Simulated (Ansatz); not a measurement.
**Cl2FGeO radical: a ladder of functionals and wavefunction methods**

The task here is to estimate one member of a computed series from the others.

Computed with Ansatz 0.2.0, Gaussian basis. Level: functionals in def2-TZVPP, the program's frozen cores in correlated methods.

Levels to be run: LDA (SPW92), PBE-D4, revPBE-D4, BLYP-D4, r2SCAN-D4, B97M-V, PBE0-D4, B3LYP-D4, r2SCANh-D4, r2SCAN0-D4, HSE06-D4, BHLYP-D4, CAM-B3LYP-D4, LC-ωPBE, ωB97X-V, ωB97M-V, B2PLYP, PBE-QIDH; CCSD(T)/def2-SVP; CCSD(T)/def2-TZVPP; MP2/def2-QZVPP; extrapolation to the limit; RPA on PBE.

## The relaxed structure

An earlier PBE0-D4 in a triple-zeta def2 set relaxation fixed the geometry.

SMILES `[O][Ge]([F])([Cl])[Cl]`, 5 atoms, charge 0, spin multiplicity 2.

Atoms are counted from 1 here; the program's logs count them from 0.

Bond lengths: O1–Ge2 1.774 Å, Ge2–F3 1.711 Å, Ge2–Cl4 2.103 Å, Ge2–Cl5 2.103 Å. Angles: O1–Ge2–F3 110.7°, O1–Ge2–Cl4 108.1°, O1–Ge2–Cl5 108.1°, F3–Ge2–Cl4 107.7°, F3–Ge2–Cl5 107.7°, Cl4–Ge2–Cl5 114.7°.

The first run:

The input, in.yaml:

```yaml
crystal:
  periodic: [false, false, false]
  atoms:
    - {symbol: O, position_ang: [1.076296, -1.300424, 0.666423]}
    - {symbol: Ge, position_ang: [0.006550, -0.028032, 0.047925]}
    - {symbol: F, position_ang: [-0.974929, 0.598141, 1.301581]}
    - {symbol: Cl, position_ang: [-1.265266, -0.886537, -1.389943]}
    - {symbol: Cl, position_ang: [1.207250, 1.543151, -0.667385]}
basis:
  gaussian: {orbitals: def2-TZVPP}
magnetization: {spin_polarized: true, initial_magnetization: 1}
hamiltonian: {xc: lda}
output: {orbitals: {seedname: orbitals}}
```

Started as:

```console
ansatz run in.yaml --threads 4 --pin off --events-out ev --progress --plain --max-ram 10444MiB
```

Among the steps run: LDA; PBE-D4 (GGA); revPBE-D4 (GGA); BLYP-D4 (GGA); r2SCAN-D4 (meta-GGA); B97M-V (meta-GGA); B3LYP-D4 (hybrid); r2SCANh-D4 (hybrid); r2SCAN0-D4 (hybrid); HSE06-D4 (hybrid); BHLYP-D4 (hybrid); CAM-B3LYP-D4 (range-separated); LC-ωPBE (range-separated); ωB97X-V (range-separated); ωB97M-V (range-separated); B2PLYP (double hybrid); PBE-QIDH (double hybrid).

One of the session's tables, all rows but one given; the rest of the session is left out.

It belongs to the step «Frontier levels by functional». 

```
  functional  HOMO (eV)  LUMO (eV)  gap (eV)
 LDA (SPW92)          ?          ?         ?
      PBE-D4      -8.04      -7.26      0.78
   revPBE-D4      -7.99      -7.09      0.90
     BLYP-D4      -7.92      -7.19      0.72
   r2SCAN-D4      -8.58      -6.58      2.00
      B97M-V      -8.68      -6.49      2.19
     PBE0-D4      -9.94      -5.49      4.45
    B3LYP-D4      -9.63      -6.06      3.58
  r2SCANh-D4      -9.26      -5.93      3.33
  r2SCAN0-D4     -10.24      -4.97      5.28
    HSE06-D4      -9.53      -5.89      3.63
    BHLYP-D4     -11.45      -3.73      7.73
CAM-B3LYP-D4     -11.43      -4.40      7.03
     LC-ωPBE     -12.89      -2.90      9.98
     ωB97X-V     -12.47      -3.25      9.22
     ωB97M-V     -12.33      -3.25      9.07
```

**Question.** Estimate the row for LDA (SPW92).

As computed: HOMO (eV): -8.06; LUMO (eV): -7.87; gap (eV): 0.18. In the column «HOMO (eV)» it lies between r2SCAN-D4 (-8.58) and PBE-D4 (-8.04).
